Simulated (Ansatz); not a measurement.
# MnCu: magnetic states

The task here is to estimate one member of a computed series from the others.

Computed with Ansatz 0.2.0 (DFT PBE, scalar-relativistic, plane waves, PAW, unless a step's input says otherwise).

1 further run of the same task is left out (set aside as unsound or not needed).

## The system as given

Symmetry: R-3m, No. 166, trigonal system. Conventional cell: a = 2.557 Å, b = 2.557 Å, c = 12.927 Å, α = 90.00°, β = 90.00°, γ = 120.00°. Mn (site symmetry -3m) is surrounded by 6 Mn at 2.56 Å and 6 Cu at 2.61 Å. Cu (site symmetry -3m) is surrounded by 6 Cu at 2.56 Å and 6 Mn at 2.61 Å.

As a file:

```
Mn Cu
1.0
     1.88524    1.88524    3.69301
     1.88524    3.69301    1.88524
     3.69301    1.88524    1.88524
Mn Cu
1 1
Direct
  0.00000 0.00000 0.00000
  0.50000 0.50000 0.50000
```

This cell was relaxed beforehand with the same method: volume 12.20 Å³/atom, gap on the mesh none (metal), site moments up to 2.4 μB.

This is a hypothetical structure, made by putting the elements on a prototype's sites.

The first run:

input.yaml reads:

```yaml
crystal:
  lattice:
    - [1.8852375576, 1.8852375576, 3.6930058167]
    - [1.8852375576, 3.6930058167, 1.8852375576]
    - [3.6930058167, 1.8852375576, 1.8852375576]
  atoms:
    - { symbol: Mn, position: [0.0, 0.0, 0.0] }
    - { symbol: Cu, position: [0.5, 0.5, 0.5] }
basis:
  ecutwfc: 420
kpoints:
  mp_grid: { grid: [18, 18, 18] }
hamiltonian:
  xc: pbe
scf:
  occupations: { method: gaussian, width: 0.1 }
  lower_state_search: "off"
output:
  forces: true
  stress: true
  eigenvalues: true
```

On the command line:

```bash
> ansatz run input.yaml --threads 1 --pin off --max-ram 2560MiB --backend cpu --events-out ev --progress --plain --runs-dir out
```

Among the steps run: Start: no spin polarisation; Start: ferromagnetic; Start: large parallel starting moments; Magnetic start: antiferromagnetic, doubled cell, propagation vector (0, 0, 1/2); Start: antiferromagnetic, doubled cell, propagation vector (0, 1/2, 1/2); Magnetic start: antiferromagnetic, doubled cell, propagation vector (1/2, 1/2, 1/2); Start: small parallel starting moments.

One of the session's tables, all rows but one given; the rest of the session is left out.

It belongs to the step «The magnetic starts in order of energy». 

```
                                                              start  energy above the lowest (meV/atom)  pressure (GPa)
    antiferromagnetic, doubled cell, propagation vector (0, 0, 1/2)                                0.00             2.2
  antiferromagnetic, doubled cell, propagation vector (0, 1/2, 1/2)                                35.1             2.1
antiferromagnetic, doubled cell, propagation vector (1/2, 1/2, 1/2)                                   ?               ?
                                                      ferromagnetic                                 131             0.0
                                    large parallel starting moments                                 131             0.0
                                    small parallel starting moments                                 131             0.0
                                                            no spin                                 208           -13.1
```

Estimate the missing values for antiferromagnetic, doubled cell, propagation vector (1/2, 1/2, 1/2).

The run gave: energy above the lowest (meV/atom): 112; pressure (GPa): 0.2. In the column «energy above the lowest (meV/atom)» it lies between antiferromagnetic, doubled cell, propagation vector (0, 1/2, 1/2) (35.1) and ferromagnetic (131).

Limits of these values: Warnings in the runs' records: spin hold released.
